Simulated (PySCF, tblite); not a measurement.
# 2,3-difluorobenzonitrile (C7H3F2N): dynamics, then NMR shifts on frames

How do NMR shifts of 2,3-difluorobenzonitrile (C7H3F2N) (`N#Cc1cccc(F)c1F`) change as the atoms move?

Computed with tblite 0.8.0 and PySCF 2.14.0, with density-fitted response routines of our own, on a single molecule in the gas phase. Atoms are numbered from 0 throughout.

### Step 1. Starting geometry

13 atoms, charge 0, multiplicity 1; geometry from: GFN2-xTB.

Bonds of the start (Å): N0–C1 1.14, C1–C2 1.42, C2–C3 1.40, C3–C4 1.38, C4–C5 1.39, C5–C6 1.38, C6–F7 1.34, C6–C8 1.39, C8–F9 1.34, C8–C2 1.40, C3–H10 1.08, C4–H11 1.08, C5–H12 1.08.

### Step 2. A short Langevin run with GFN2-xTB

The job: settings as JSON, then the geometry in Å.

```
{"job": {"kind": "md", "xc": "GFN2-xTB", "basis": "xTB", "temperature": 400, "steps": 2000, "every": 50, "frames": 5}, "charge": 0, "multiplicity": 1}
N      3.612124     0.202505    -0.240034
C      2.471349     0.145811    -0.164696
C      1.061399     0.047460    -0.070742
C      0.453780    -1.204734     0.037749
C     -0.920781    -1.304440     0.129236
C     -1.709066    -0.164673     0.115919
C     -1.111429     1.079313     0.008712
F     -1.875027     2.180458    -0.004523
C      0.269882     1.197177    -0.084663
F      0.836891     2.403442    -0.189345
H      1.075190    -2.086781     0.046598
H     -1.385095    -2.274239     0.212376
H     -2.783604    -0.220811     0.185686
```

Method: GFN2-xTB Langevin dynamics, gas phase.

Command:

```bash
$ OMP_NUM_THREADS=1 python probes_run.py task.json out
```

This one command runs all jobs of the session in turn.

What it wrote:

```text
t/fs     T/K      E/eV
    0.0   333.4   -784.90806
   25.0   241.1   -784.52120
   50.0   269.1   -784.27974
   75.0   280.7   -784.44508
  100.0   269.5   -784.48867
  125.0   346.7   -784.45832
  150.0   346.8   -784.25904
  175.0   446.1   -784.16617
  200.0   572.8   -784.44541
  225.0   473.0   -784.45611
  250.0   392.7   -784.31311
  275.0   370.2   -784.49276
  300.0   357.2   -784.34364
  325.0   341.2   -784.26704
  350.0   368.7   -784.43114
  375.0   359.5   -784.34837
  400.0   468.7   -784.51535
  425.0   443.8   -784.51312
  450.0   356.6   -784.34955
  475.0   508.6   -784.30546
  500.0   511.0   -784.27763
  525.0   490.3   -784.37687
  550.0   344.1   -784.45833
  575.0   283.0   -784.35845
  600.0   358.1   -784.57949
  625.0   335.6   -784.55996
  650.0   371.8   -784.47844
  675.0   371.7   -784.54676
  700.0   288.2   -784.31339
  725.0   343.6   -784.31685
  750.0   244.1   -784.44263
  775.0   326.5   -784.62390
  800.0   382.8   -784.55923
  825.0   231.6   -784.46364
  850.0   278.8   -784.56060
  875.0   325.2   -784.45048
  900.0   389.5   -784.59988
  925.0   312.5   -784.52588
  950.0   284.4   -784.43953
  975.0   263.1   -784.54138
 1000.0   325.8   -784.39224
```

It took 12 s on 1 thread of Arm Neoverse V1, shared host.

Distance from the start (root mean square after alignment): 0 fs 0.00 Å, 200 fs 0.11 Å, 400 fs 0.10 Å, 600 fs 0.10 Å, 800 fs 0.07 Å, 1000 fs 0.11 Å.

Positions (Å) and forces (eV/Å) at 1000 fs:

```xyz
13

N     2.393   -1.255    1.114   -0.426    0.028   -0.207
C     1.285   -1.126    0.839    0.708   -0.343    0.233
C    -0.087   -0.940    0.576   -0.139    0.221    0.115
C    -0.888   -1.898   -0.054   -1.255    0.028    0.721
C    -2.262   -1.604   -0.223    0.097   -2.053   -1.996
C    -2.770   -0.389    0.012   -0.132    2.650    1.564
C    -1.947    0.528    0.699   -0.314    0.032    0.191
F    -2.501    1.647    1.136   -0.457    0.833    0.029
C    -0.639    0.293    1.022    1.550    0.239   -0.245
F     0.181    1.277    1.618   -1.419   -1.725   -0.858
H    -0.602   -2.934   -0.254    0.407    0.708   -0.018
H    -2.960   -2.287   -0.775    1.024    0.198    0.699
H    -3.777    0.027   -0.120    0.355   -0.816   -0.228
```

### Step 3. Nuclear shieldings: 250 fs, PBE0/pcSseg-1

The job: settings as JSON, then the geometry in Å.

```
{"job": {"kind": "nmr", "xc": "PBE0", "basis": "pcSseg-1", "pop": false}, "charge": 0, "multiplicity": 1}
N      3.332000     0.287500     0.349900
C      2.207800     0.213500     0.437000
C      0.813400     0.041500     0.241400
C      0.319300    -1.274900     0.376600
C     -1.060000    -1.450100    -0.073000
C     -1.949800    -0.370200    -0.085800
C     -1.403300     0.874600    -0.073000
F     -2.204800     1.984900    -0.293500
C     -0.033900     1.111900     0.083500
F      0.388300     2.384200     0.129300
H      0.920700    -2.118900     0.404300
H     -1.464000    -2.447000    -0.247900
H     -3.008100    -0.445600    -0.323300
```

With the program's defaults for keys left out, this is: GIAO PBE0/pcSseg-1 NMR shielding, non-relativistic, gas phase.

What it wrote:

```text
coarse grid: 12696 points
cycle   1  E = -522.1304198687  dE =  1.871e+00  |g| = 7.267e-01  |ddm| = 3.796e+00
cycle   2  E = -521.8520458783  dE =  2.784e-01  |g| = 1.388e+00  |ddm| = 1.854e+00
cycle   3  E = -522.2292254838  dE = -3.772e-01  |g| = 1.784e-01  |ddm| = 1.317e+00
cycle   4  E = -522.2340909858  dE = -4.866e-03  |g| = 9.901e-02  |ddm| = 2.011e-01
cycle   5  E = -522.2360204230  dE = -1.929e-03  |g| = 2.203e-02  |ddm| = 8.609e-02
cycle   6  E = -522.2361332328  dE = -1.128e-04  |g| = 6.652e-03  |ddm| = 3.045e-02
cycle   7  E = -522.2361431224  dE = -9.890e-06  |g| = 1.966e-03  |ddm| = 8.055e-03
final grid: 128776 points
cycle   8  E = -522.3070014735  dE = -3.919e-05  |g| = 6.439e-03  |ddm| = 3.931e-02
cycle   9  E = -522.3069914337  dE =  1.004e-05  |g| = 9.891e-03  |ddm| = 1.633e-02
cycle  10  E = -522.3070109369  dE = -1.950e-05  |g| = 1.166e-03  |ddm| = 9.399e-03
cycle  11  E = -522.3070112112  dE = -2.743e-07  |g| = 3.295e-04  |ddm| = 1.365e-03
cycle  12  E = -522.3070112350  dE = -2.377e-08  |g| = 1.715e-04  |ddm| = 5.291e-04
cycle  13  E = -522.3070112415  dE = -6.498e-09  |g| = 4.488e-05  |ddm| = 1.907e-04
cycle  14  E = -522.3070112418  dE = -2.703e-10  |g| = 2.732e-05  |ddm| = 4.516e-05
converged SCF energy = -522.3070112418

GIAO shielding tensors (ppm)
atom      isotropic    diamagn.    paramagn.     s11        s22        s33       span
  0 N      -60.892     339.728    -400.620   -214.298   -199.821    231.444    445.742
  1 C       70.205     257.674    -187.469    -46.751    -37.224    294.589    341.340
  2 C       76.493     261.317    -184.824     -1.960     66.528    164.911    166.870
  3 C       43.155     250.666    -207.511    -70.333     29.942    169.856    240.189
  4 C       38.492     255.510    -217.018    -72.436     16.294    171.619    244.056
  5 C       59.787     257.798    -198.011    -30.570     44.192    165.739    196.309
  6 C       20.191     254.127    -233.936    -42.598     19.039     84.130    126.728
  7 F      288.462     472.520    -184.058    198.725    300.492    366.169    167.444
  8 C       26.902     244.798    -217.896    -31.547     17.667     94.586    126.133
  9 F      306.509     470.393    -163.884    229.691    269.719    420.118    190.427
 10 H       24.111      31.645      -7.534     21.877     22.174     28.281      6.404
 11 H       23.698      29.320      -5.623     20.654     23.925     26.515      5.861
 12 H       23.660      28.532      -4.872     20.448     23.723     26.807      6.359
```

Wall time 38 s (1 thread of Arm Neoverse V1, shared host); peak memory 0.82 GiB.

The references, computed at this level on geometries of the same kind, shield at (ppm): ¹H TMS 31.72, ¹³C TMS 186.9, ¹⁹F CFCl3 170.9, ¹⁵N NH3 267.7. Their shielding less the atom's gives the shift. The references are single molecules in the gas phase, so shifts against H2O, NH3, PH3, H3PO4 or CFCl3 are not on the usual liquid scales and can be off by tens of ppm. Each atom is listed at this fixed geometry, with no averaging over motion; a spectrum would average atoms that exchange fast.

```
atoms                       environment  σ (ppm)  δ (ppm)
   C6  aromatic carbon bearing fluorine     20.2    166.7
   C8  aromatic carbon bearing fluorine     26.9    160.0
   C4                       aromatic CH     38.5    148.4
   C3                       aromatic CH     43.2    143.8
   C5                       aromatic CH     59.8    127.1
   C1                    nitrile carbon     70.2    116.7
   C2       substituted aromatic carbon     76.5    110.4
  H12        hydrogen on an aromatic CH    23.66     8.06
  H11        hydrogen on an aromatic CH    23.70     8.02
  H10        hydrogen on an aromatic CH    24.11     7.61
   N0                  nitrile nitrogen    -60.9    328.6
   F7                     aryl fluorine    288.5   -117.5
   F9                     aryl fluorine    306.5   -135.6
```

Ring of atoms C2, C3, C4, C5, C6, C8: NICS(0) -11.1, NICS(1) -11.0, NICS(1)zz -25.3 ppm (means of both faces).

The fields below are evaluated on a grid from the run's orbitals.

Frontier orbitals at PBE0/pcSseg-1, with the share of their density that lies nearest to each atom:

```
orbital  energy (eV)                                    lies on
   HOMO        -7.98  4 C atoms about 19 % each; F9 8 %; F7 6 %
   LUMO        -2.04   C2, C5 about 18 % each; C3 14 %; N0 13 %
```

ELF in a plane through or near 13 of the atoms.

Ten even steps from '0' (0.00) to '9' (1.00):
```
0000000000000000000000000000
0000000000000000000000000000
0000000000000000000000000000
0000000000120000462000000000
0000000002999103999300000000
0000000004999405999400000000
0000000000899565896000000000
0000233210272291351000000000
0015776763286474685799400000
0037975815825402594999800000
0038964764964402725999700000
0016877866478274373244100000
0001443430032277153100000000
0000011100368533578730000000
0000000003752710646730000000
0000000002688820687510000000
0000000000134400232000000000
0000000000000000000000000000
0000000000000000000000000000
0000000000000000000000000000
```
The map spans 12.4 Å across and 10.0 Å up, centred on the molecule. Atoms in the plane (x, y in Å): N0 (-3.6, -0.1), C1 (-2.5, -0.1), C2 (-1.1, 0.0), C3 (-0.5, 1.2), C4 (0.9, 1.3), C5 (1.7, 0.1), C6 (1.1, -1.1), F7 (1.8, -2.2), C8 (-0.3, -1.2), F9 (-0.8, -2.4), H10 (-1.0, 2.1), H11 (1.4, 2.2), H12 (2.8, 0.1).

On the surface of density 0.002 e/bohr³ the electrostatic potential runs, from the 1st to the 99th percentile, from -1.62 V near N0 to 1.59 V near H12.

### Step 4. Shielding tensors: 425 fs, PBE0/pcSseg-1

The job: settings as JSON, then the geometry in Å.

```
{"job": {"kind": "nmr", "xc": "PBE0", "basis": "pcSseg-1", "pop": false}, "charge": 0, "multiplicity": 1}
N      2.944100     0.320400     1.039000
C      1.817000     0.019200     1.106900
C      0.476300    -0.273900     0.846400
C      0.009000    -1.572900     0.762700
C     -1.283300    -1.860600     0.383300
C     -2.119900    -0.849500    -0.143700
C     -1.715500     0.464900    -0.021000
F     -2.605200     1.461300    -0.255700
C     -0.386600     0.783100     0.393400
F      0.048400     2.022000     0.321200
H      0.617700    -2.413600     1.082400
H     -1.589900    -2.887900     0.514000
H     -3.115800    -1.008100    -0.482600
```

Level: GIAO PBE0/pcSseg-1 NMR shielding, non-relativistic, gas phase.

What it wrote:

```text
coarse grid: 12696 points
cycle   1  E = -522.1343357733  dE =  1.866e+00  |g| = 7.390e-01  |ddm| = 3.826e+00
cycle   2  E = -521.8074327196  dE =  3.269e-01  |g| = 1.451e+00  |ddm| = 1.862e+00
cycle   3  E = -522.2370975576  dE = -4.297e-01  |g| = 2.208e-01  |ddm| = 1.369e+00
cycle   4  E = -522.2448856655  dE = -7.788e-03  |g| = 1.097e-01  |ddm| = 2.308e-01
cycle   5  E = -522.2473321303  dE = -2.446e-03  |g| = 2.576e-02  |ddm| = 1.032e-01
cycle   6  E = -522.2475016250  dE = -1.695e-04  |g| = 7.450e-03  |ddm| = 3.483e-02
cycle   7  E = -522.2475125059  dE = -1.088e-05  |g| = 2.191e-03  |ddm| = 9.300e-03
cycle   8  E = -522.2475136654  dE = -1.160e-06  |g| = 4.287e-04  |ddm| = 2.693e-03
final grid: 128776 points
cycle   9  E = -522.3173725278  dE = -3.483e-05  |g| = 7.056e-03  |ddm| = 3.942e-02
cycle  10  E = -522.3173646092  dE =  7.919e-06  |g| = 9.973e-03  |ddm| = 1.694e-02
cycle  11  E = -522.3173838027  dE = -1.919e-05  |g| = 1.286e-03  |ddm| = 1.016e-02
cycle  12  E = -522.3173841013  dE = -2.985e-07  |g| = 2.592e-04  |ddm| = 1.542e-03
cycle  13  E = -522.3173841091  dE = -7.788e-09  |g| = 1.959e-04  |ddm| = 4.272e-04
cycle  14  E = -522.3173841173  dE = -8.220e-09  |g| = 6.046e-05  |ddm| = 1.835e-04
cycle  15  E = -522.3173841179  dE = -6.654e-10  |g| = 2.245e-05  |ddm| = 5.343e-05
converged SCF energy = -522.3173841179

GIAO shielding tensors (ppm)
atom      isotropic    diamagn.    paramagn.     s11        s22        s33       span
  0 N      -87.124     339.583    -426.707   -249.780   -218.087    206.494    456.275
  1 C       63.834     259.390    -195.556    -55.856    -48.771    296.129    351.985
  2 C       76.520     262.737    -186.217     -0.588     71.007    159.142    159.730
  3 C       52.137     248.871    -196.734    -51.026     36.868    170.568    221.594
  4 C       55.598     255.291    -199.693    -48.582     38.847    176.529    225.111
  5 C       56.913     255.657    -198.744    -31.431     35.482    166.689    198.119
  6 C       19.857     253.234    -233.377    -46.515     18.638     87.447    133.962
  7 F      296.728     472.750    -176.022    220.055    280.562    389.566    169.510
  8 C       15.286     245.659    -230.373    -53.691      5.619     93.929    147.620
  9 F      294.553     472.038    -177.485    216.033    227.078    440.548    224.516
 10 H       24.073      29.435      -5.362     20.253     24.452     27.514      7.261
 11 H       24.190      28.922      -4.732     20.667     24.958     26.945      6.278
 12 H       24.129      28.912      -4.783     21.238     23.776     27.373      6.135
```

It took 29 s on 1 thread of Arm Neoverse V1, shared host; peak memory 0.83 GiB.

This run: δ C8 171.6, C6 167.1, C3 134.8, C4 131.3, H10 7.64, H12 7.59 ppm.

[end of part 1 of 2]
